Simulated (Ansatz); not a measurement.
**CH4AlFSe: basis-set convergence**

How large a basis does CH4AlFSe need? Two functionals are run in growing sets.

Method: one geometry, several basis sets; program: Ansatz 0.2.0, Gaussian basis.

Levels to be run: PBE0-D4/def2-SVP; ωB97M-V/def2-SVP; PBE0-D4/def2-QZVPP; ωB97M-V/def2-QZVPP; the functionals' def2-TZVPP values are taken from earlier runs.

### Step 1. The geometry

An earlier PBE0-D4 in a triple-zeta def2 set relaxation fixed the geometry.

SMILES `C[Se][AlH][F]`, 8 atoms, charge 0, spin multiplicity 1.

Atoms are counted from 1 here; the program's logs count them from 0.

Bond lengths: C1–Se2 1.967 Å, C1–H5 1.087 Å, C1–H6 1.089 Å, C1–H7 1.087 Å, Se2–Al3 2.290 Å, Al3–F4 1.647 Å, Al3–H8 1.575 Å. Angles: Se2–C1–H5 108.0°, Se2–C1–H6 111.1°, Se2–C1–H7 108.1°, H5–C1–H6 109.7°, H5–C1–H7 110.2°, H6–C1–H7 109.7°, C1–Se2–Al3 96.1°, Se2–Al3–F4 118.6°, Se2–Al3–H8 121.7°, F4–Al3–H8 119.8°.

### Step 2. PBE0-D4 in def2-SVP

in.yaml

```yaml
crystal:
  periodic: [false, false, false]
  atoms:
    - {symbol: C, position_ang: [-1.028187, 0.768187, 0.603451]}
    - {symbol: Se, position_ang: [-0.110067, 0.889039, -1.131720]}
    - {symbol: Al, position_ang: [1.270719, -0.907965, -0.802419]}
    - {symbol: F, position_ang: [2.331070, -1.315224, -1.995624]}
    - {symbol: H, position_ang: [-2.090647, 0.635589, 0.413749]}
    - {symbol: H, position_ang: [-0.652770, -0.070740, 1.187848]}
    - {symbol: H, position_ang: [-0.855204, 1.696488, 1.142609]}
    - {symbol: H, position_ang: [1.227087, -1.752572, 0.526306]}
basis:
  gaussian: {orbitals: def2-SVP}
hamiltonian: {xc: pbe0, dispersion: d4}
output: {orbitals: {seedname: orbitals}}
```

After this run come: ωB97M-V in def2-SVP; PBE0-D4 in def2-QZVPP; ωB97M-V in def2-QZVPP.

**Question.** What will the summary of the whole plan be? Wanted: PBE0-D4: double and triple zeta above quadruple; ωB97M-V: double and triple zeta above quadruple.

**Answer**, as computed:

| quantity | value |
| --- | --- |
| PBE0-D4: double and triple zeta above quadruple | 16.89, 1.81 eV |
| ωB97M-V: double and triple zeta above quadruple | 16.94, 1.75 eV |

In words: For PBE0-D4 the step from double to triple zeta gains 15.08 eV and the next only 1.81 eV. These are total energies; as a rule much of such shifts cancels in differences, which this series doesn't test.
